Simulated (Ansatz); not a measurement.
**GaH₃OS: up Jacob's ladder to CCSD(T)**

Aim: compute GaH₃OS with functionals from several rungs and with coupled cluster, and see how far each lands from CCSD(T) at the basis-set limit for the atomisation energy.

Program: Ansatz 0.2.0, Gaussian basis. Level of theory: functionals in def2-TZVPP, the program's frozen cores in correlated methods. These are calculated values, not measurements.

Levels to be run: LDA (SPW92), PBE-D4, revPBE-D4, BLYP-D4, r2SCAN-D4, B97M-V, PBE0-D4, B3LYP-D4, r2SCANh-D4, r2SCAN0-D4, HSE06-D4, BHLYP-D4, CAM-B3LYP-D4, LC-ωPBE, ωB97X-V, ωB97M-V, B2PLYP, PBE-QIDH; CCSD(T)/def2-SVP; CCSD(T)/def2-TZVPP; MP2/def2-QZVPP; extrapolation to the limit; RPA on PBE.

## 1. The relaxed structure

All runs share one geometry, relaxed beforehand with PBE0-D4 in a triple-zeta def2 set.

SMILES `[OH][GaH][SH]`, 6 atoms, charge 0, spin multiplicity 1.

Atoms are counted from 1 here; the program's logs count them from 0.

Bond lengths: O1–Ga2 1.786 Å, O1–H4 0.959 Å, Ga2–S3 2.188 Å, Ga2–H5 1.554 Å, S3–H6 1.345 Å. Angles: Ga2–O1–H4 114.2°, O1–Ga2–S3 112.6°, O1–Ga2–H5 123.1°, S3–Ga2–H5 124.3°, Ga2–S3–H6 92.3°.

## 2. LDA

This LDA is Slater exchange with PW92 correlation.

in.yaml reads:

```yaml
crystal:
  periodic: [false, false, false]
  atoms:
    - {symbol: O, position_ang: [-1.257706, -0.599896, -0.167364]}
    - {symbol: Ga, position_ang: [0.267314, 0.283504, -0.455024]}
    - {symbol: S, position_ang: [1.536465, 0.374881, 1.325001]}
    - {symbol: H, position_ang: [-1.832027, -0.651943, -0.934033]}
    - {symbol: H, position_ang: [0.636810, 0.913053, -1.827398]}
    - {symbol: H, position_ang: [0.649144, -0.319599, 2.058827]}
basis:
  gaussian: {orbitals: def2-TZVPP}
hamiltonian: {xc: lda}
output: {orbitals: {seedname: orbitals}}
```

Further steps of the session: PBE-D4 (GGA); revPBE-D4 (GGA); BLYP-D4 (GGA); r2SCAN-D4 (meta-GGA); B97M-V (meta-GGA); PBE0-D4 (hybrid); B3LYP-D4 (hybrid); r2SCANh-D4 (hybrid); r2SCAN0-D4 (hybrid); HSE06-D4 (hybrid); BHLYP-D4 (hybrid); CAM-B3LYP-D4 (range-separated); LC-ωPBE (range-separated); ωB97X-V (range-separated); ωB97M-V (range-separated); B2PLYP (double hybrid); PBE-QIDH (double hybrid); CCSD(T) in def2-SVP; CCSD(T) in def2-TZVPP; MP2 in def2-QZVPP; RPA on PBE orbitals.

**Question.** What will the summary of the whole plan be? Wanted: atomisation energy, CCSD(T)/CBS; farthest beyond LDA; mean size of error, GGA; mean size of error, meta-GGA; mean size of error, hybrid; mean size of error, range-separated; mean size of error, double hybrid; gap, smallest and largest; T1 diagnostic.

The runs gave:

```
                               quantity                                        value
        atomisation energy, CCSD(T)/CBS                                1796.4 kJ/mol
 functionals within 18.0 kJ/mol (1.0 %)  PBE-D4, r2SCAN-D4, B97M-V, ωB97X-V, ωB97M-V
                    farthest beyond LDA                     BHLYP-D4 (-100.5 kJ/mol)
                mean size of error, GGA                                  33.9 kJ/mol
           mean size of error, meta-GGA                                   3.4 kJ/mol
             mean size of error, hybrid                                  49.1 kJ/mol
    mean size of error, range-separated                                  20.2 kJ/mol
      mean size of error, double hybrid                                  40.6 kJ/mol
              gap, smallest and largest    4.68 eV (LDA (SPW92)), 11.56 eV (LC-ωPBE)
                          T1 diagnostic                                       0.0140
triples share of the correlation energy                                        3.9 %
```

The LDA atomisation energy is off by 262.7 kJ/mol (15 %): it overbinds. PBE-D4 misses by -3.3 kJ/mol. Double hybrids carry the basis error of their MP2 part in triple zeta, and no dispersion term here, so their miss is partly the set-up's. Taken by rung, meta-GGA functionals do best (3.4 kJ/mol on average) and hybrid ones worst beyond LDA (49.1 kJ/mol). The mean of the hybrids holds BHLYP, with half exact exchange. Misses under about 18.0 kJ/mol are within the doubt on the reference itself, which lacks core-valence correlation, relativity and higher excitations, and its outer-core shells are covered unevenly. Hartree-Fock recovers 68 % of the binding; the rest is correlation. CCSD(T) in def2-SVP is off by -147.0 kJ/mol, more than most functionals: a good method in a small basis is no reference. Orbital gaps span 4.7 to 11.6 eV; exact exchange widens them. Correlated methods include outer-core shells of Ga, which these sets cover unevenly.
